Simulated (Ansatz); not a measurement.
I need a comparison of dispersion corrections of C4H10SSi, SMILES [SiH3]CC1(S)CC1. Use the Python package of Ansatz (0.2.0). Level of theory (for the species named): r2SCAN, def2-SVP basis, multiplicity 1, D3BJ dispersion.

The script reads `c4h10ssi.xyz`:
```text
16

Si    2.27990    0.13610    0.15440
C     0.52620    0.18890    0.81720
C    -0.60350    0.24940   -0.19910
S    -0.81180    1.80880   -0.99720
C    -1.87310   -0.51910    0.12340
C    -0.96730   -1.00500   -0.96840
H     2.62770    1.38220   -0.57510
H     3.23000   -0.01030    1.28780
H     2.45880   -1.03370   -0.74520
H     0.43630    1.03650    1.50860
H     0.40460   -0.70770    1.43890
H    -1.23930    2.50640    0.06600
H    -1.91730   -1.09850    1.03910
H    -2.83400   -0.10860   -0.16900
H    -1.31260   -0.91100   -1.99290
H    -0.40470   -1.91450   -0.78830
```

`disp.py`:
```python
# -*- coding: utf-8 -*-
"""Dispersion corrections for C4H10SSi."""

import warnings

import ansatz

BASIS = "def2-SVP"


def main():
    warnings.simplefilter("ignore", ansatz.DeckWarning)

    geometry = ansatz.Crystal.molecule_from_extxyz("c4h10ssi.xyz")

    job = geometry.calculation().basis(gaussian=BASIS)
    for name in ["r2scan", "pbe"]:
        for correction in ("d3bj", "d4"):
            report = job.functional(name, dispersion=correction).run(threads=1, pin="off").report
            print(f"{name:8s} {correction:5s} total {report['free_energy_ev']:.5f} eV, of which dispersion {1000 * report['dispersion']['energy']['ev']:.2f} meV")


if __name__ == "__main__":
    main()
```

```console
$ python disp.py
r2scan   d3bj  total -23010.17878 eV, of which dispersion -130.08 meV
r2scan   d4    total -23010.15963 eV, of which dispersion -110.93 meV
pbe      d3bj  total -22999.67763 eV, of which dispersion -437.57 meV
pbe      d4    total -22999.66920 eV, of which dispersion -429.14 meV
```

Notes:
- Total energies depend on the basis set; only differences at equal settings carry meaning.
- The geometry is a force-field or estimated start, not a minimum of this method, and the basis set is short of its limit. D4 holds the three-body term, and d3bj doesn't.
- A dispersion term here runs with damping parameters fitted for another variant or functional.
- The script silences the warnings on its input, which a real study should read.
- Run time: 37 s on 1 thread of Arm Neoverse V1, on a shared host, peak memory 0.28 GiB.
